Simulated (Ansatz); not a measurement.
**CH₇FO₃Si₂: up Jacob's ladder to CCSD(T)**

How much do the methods differ for CH₇FO₃Si₂? The plan is to run it at one geometry with functionals of several rungs and with coupled cluster, and see how far each lands from CCSD(T) at the basis-set limit for the atomisation energy.

Method: functionals in def2-TZVPP, the program's frozen cores in correlated methods; program: Ansatz 0.2.0, Gaussian basis.

Levels to be run: LDA (SPW92), PBE-D4, revPBE-D4, BLYP-D4, r2SCAN-D4, B97M-V, PBE0-D4, B3LYP-D4, r2SCANh-D4, r2SCAN0-D4, HSE06-D4, BHLYP-D4, CAM-B3LYP-D4, LC-ωPBE, ωB97X-V, ωB97M-V, B2PLYP, PBE-QIDH; CCSD(T)/def2-SVP; CCSD(T)/def2-TZVPP; MP2/def2-QZVPP; extrapolation to the limit; RPA on PBE.

## (1) Structure used throughout

The geometry comes from an earlier relaxation with PBE0-D4 in a triple-zeta def2 set; it is a stationary point, not always the lowest conformer.

SMILES `O[SiH](O)C[SiH](O)F`, 14 atoms, charge 0, spin multiplicity 1.

Atoms are counted from 1 here; the program's logs count them from 0.

Bond lengths: O1–Si2 1.636 Å, O1–H8 0.959 Å, Si2–O3 1.641 Å, Si2–C4 1.872 Å, Si2–H9 1.482 Å, O3–H10 0.961 Å, C4–Si5 1.847 Å, C4–H11 1.096 Å, C4–H12 1.098 Å, Si5–O6 1.631 Å, Si5–F7 1.615 Å, Si5–H13 1.475 Å, O6–H14 0.958 Å. Angles: Si2–O1–H8 117.1°, O1–Si2–O3 107.6°, O1–Si2–C4 112.7°, O1–Si2–H9 105.3°, O3–Si2–C4 109.1°, O3–Si2–H9 112.8°, C4–Si2–H9 109.4°, Si2–O3–H10 116.7°, Si2–C4–Si5 115.6°, Si2–C4–H11 108.8°, Si2–C4–H12 107.5°, Si5–C4–H11 108.9°, Si5–C4–H12 108.6°, H11–C4–H12 107.1°, C4–Si5–O6 114.7°, C4–Si5–F7 105.5°, C4–Si5–H13 114.5°, O6–Si5–F7 109.2° and more.

## (2) LDA

This LDA is Slater exchange with PW92 correlation.

The input, in.yaml:

```yaml
crystal:
  periodic: [false, false, false]
  atoms:
    - {symbol: O, position_ang: [-2.850984, -0.239283, 0.583019]}
    - {symbol: Si, position_ang: [-1.256436, -0.585737, 0.705207]}
    - {symbol: O, position_ang: [-0.716135, 0.052919, 2.117004]}
    - {symbol: C, position_ang: [-0.254138, 0.122044, -0.709154]}
    - {symbol: Si, position_ang: [1.570844, -0.142286, -0.603389]}
    - {symbol: O, position_ang: [2.444227, 0.677048, -1.710030]}
    - {symbol: F, position_ang: [1.993806, 0.346619, 0.876182]}
    - {symbol: H, position_ang: [-3.143124, 0.601313, 0.939096]}
    - {symbol: H, position_ang: [-1.175098, -2.064963, 0.675405]}
    - {symbol: H, position_ang: [0.220543, 0.261524, 2.165845]}
    - {symbol: H, position_ang: [-0.621496, -0.304133, -1.649788]}
    - {symbol: H, position_ang: [-0.450570, 1.201831, -0.745506]}
    - {symbol: H, position_ang: [1.991953, -1.550352, -0.725826]}
    - {symbol: H, position_ang: [2.233509, 1.594156, -1.889265]}
basis:
  gaussian: {orbitals: def2-TZVPP}
hamiltonian: {xc: lda}
output: {orbitals: {seedname: orbitals}}
```

After this run come: PBE-D4 (GGA); revPBE-D4 (GGA); BLYP-D4 (GGA); r2SCAN-D4 (meta-GGA); B97M-V (meta-GGA); PBE0-D4 (hybrid); B3LYP-D4 (hybrid); r2SCANh-D4 (hybrid); r2SCAN0-D4 (hybrid); HSE06-D4 (hybrid); BHLYP-D4 (hybrid); CAM-B3LYP-D4 (range-separated); LC-ωPBE (range-separated); ωB97X-V (range-separated); ωB97M-V (range-separated); B2PLYP (double hybrid); PBE-QIDH (double hybrid); CCSD(T) in def2-SVP; CCSD(T) in def2-TZVPP; MP2 in def2-QZVPP; RPA on PBE orbitals.

Q: Predict the results of all the runs planned. Wanted: atomisation energy, CCSD(T)/CBS; farthest beyond LDA; mean size of error, GGA; mean size of error, meta-GGA; mean size of error, hybrid; mean size of error, range-separated; mean size of error, double hybrid; gap, smallest and largest; T1 diagnostic.

As calculated:

| quantity | value |
| --- | --- |
| atomisation energy, CCSD(T)/CBS | 57.928 eV |
| functionals within 0.290 eV (0.5 %) | PBE-D4, r2SCAN-D4, CAM-B3LYP-D4, ωB97X-V, ωB97M-V |
| farthest beyond LDA | BHLYP-D4 (-2.399 eV) |
| mean size of error, GGA | 0.757 eV |
| mean size of error, meta-GGA | 0.334 eV |
| mean size of error, hybrid | 1.189 eV |
| mean size of error, range-separated | 0.311 eV |
| mean size of error, double hybrid | 1.035 eV |
| gap, smallest and largest | 6.25 eV (BLYP-D4), 13.54 eV (LC-ωPBE) |
| T1 diagnostic | 0.0116 |
| triples share of the correlation energy | 3.3 % |

**Reading.** The LDA atomisation energy is off by 7.770 eV (13 %): it overbinds. PBE-D4 misses by +0.109 eV. Double hybrids carry the basis error of their MP2 part in triple zeta, and no dispersion term here, so their miss is partly the set-up's. By mean error the best rung here is range-separated (0.311 eV) and the worst beyond LDA is hybrid (1.189 eV). The gap between the best rungs is small, so their order is not settled. The mean of the hybrids holds BHLYP, with half exact exchange. Misses under about 0.290 eV are within the doubt on the reference itself, which lacks core-valence correlation, relativity and higher excitations. Hartree-Fock recovers 72 % of the binding; the rest is correlation. CCSD(T) in def2-SVP is off by -4.826 eV, so the small basis spoils what the method gains. Orbital gaps span 6.3 to 13.5 eV; exact exchange widens them.
